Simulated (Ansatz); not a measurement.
What does this script print? It uses Ansatz's Python interface.

The script, `ch3fssi.py`:
```python
"""One geometry of CH3FSSi, method by method."""

import ansatz as az

geometry_ang = [
    ("C", (-0.4621, 0.695, -0.0519)),
    ("S", (0.9664, 0.4695, 0.936)),
    ("Si", (1.4799, -1.5552, 0.4657)),
    ("F", (0.5117, -2.1087, -0.5735)),
    ("H", (-1.3013, 0.0357, 0.2049)),
    ("H", (-0.8733, 1.7746, 0.0967)),
    ("H", (-0.2601, 0.6211, -1.1236)),
]
geometry = az.Crystal.molecule()
for symbol, xyz in geometry_ang:
    geometry = geometry.atom(symbol, xyz)

model = geometry.calculation().basis(gaussian="cc-pVDZ")

methods = ["mp2", "ccsd", "ccsd_t"]
batch = az.Session.batch([model.correlation(m).input() for m in methods])
reports = sorted(batch.plan().execute().molecular_reports, key=lambda each: each["member"])
print(f"Hartree-Fock reference {reports[0]['reference_energy_ev'] / 27.211386246:.6f} Ha")
best = reports[-1]["free_energy_ev"] - reports[-1]["reference_energy_ev"]
for method, each in zip(methods, reports):
    gained = each["free_energy_ev"] - each["reference_energy_ev"]
    print(f"{method:8s} total {each['free_energy_ev'] / 27.211386246:.6f} Ha  correlation {gained:9.4f} eV  ({100 * gained / best:.1f} % of the last)")
```

```console
$ python ch3fssi.py
Hartree-Fock reference -825.548056 Ha
mp2      total -826.090758 Ha  correlation  -14.7677 eV  (90.6 % of the last)
ccsd     total -826.131230 Ha  correlation  -15.8690 eV  (97.3 % of the last)
ccsd_t   total -826.147218 Ha  correlation  -16.3040 eV  (100.0 % of the last)
```

What to keep in mind:
- Total energies depend on the basis set; only differences at equal settings carry meaning.
- The geometry is a force-field or estimated start, not a minimum of this method, and the basis set is short of its limit. A lower total doesn't mark the better method: functionals have no common bound, and MP2 and coupled cluster aren't variational.
- Inner cores stay frozen, so this is valence correlation.
- For Al to Cl the sets with a tight d function, cc-pV(X+d)Z, are usual.
